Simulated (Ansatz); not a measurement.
Crystal: MgSi.

```
CELL_PARAMETERS angstrom
2.90839 0.00000 0.00000
0.00000 2.90839 0.00000
0.00000 0.00000 4.10343
ATOMIC_POSITIONS crystal
Si 0.50000 0.50000 0.50000
Mg 0.00000 0.00000 0.00000
```

The cell comes from a database or a generator and needn't be the stable form of this composition.

* Program: Ansatz 0.2.0
* Task: relaxation of cell and atoms
* Functional: RPBE
* Potentials or basis: Ansatz PAW
* Cutoff: 420 eV (not typed: the program's choice for these potentials)
* k mesh: 9 × 9 × 7
* Occupations: fermi-dirac, width 0.05 eV
* Spin: no spin polarisation

At the start: volume 17.35 Å³/atom.

**Question.** How do energy, volume and symmetry change on relaxing?

**Answer.** It ends after 6 steps and the volume is 18.02 Å³/atom (+3.8 %); space group P4/mmm (No. 123, to 0.05 Å).

The path:
| step | energy change (eV) | largest force (eV/Å) | volume (Å³) |
| --- | --- | --- | --- |
| 1 | 0.0000 | 0.0000 | 34.71 |
| 2 | -0.0408 | 0.0000 | 35.71 |
| 3 | -0.0413 | 0.0000 | 36.13 |
| 4 | -0.0413 | 0.0000 | 36.05 |
| 5 | -0.0413 | 0.0000 | 36.03 |
| 6 | -0.0415 | 0.0000 | 36.03 |

Final structure:
```xyz
2
Lattice="3.0233 0.0000 0.0000 0.0000 3.0233 0.0000 0.0000 0.0000 3.9423" Properties=species:S:1:pos:R:3 pbc="T T T"
Si    1.5117    1.5117    1.9711
Mg    0.0000    0.0000    0.0000
```

Caveat: the plane-wave basis is chosen anew once the cell has moved, so the energies of steps on either side of that aren't comparable; the PAW data sets come from PBE, with cores solved anew for the run's functional, which leaves a small shift of forces and pressure.
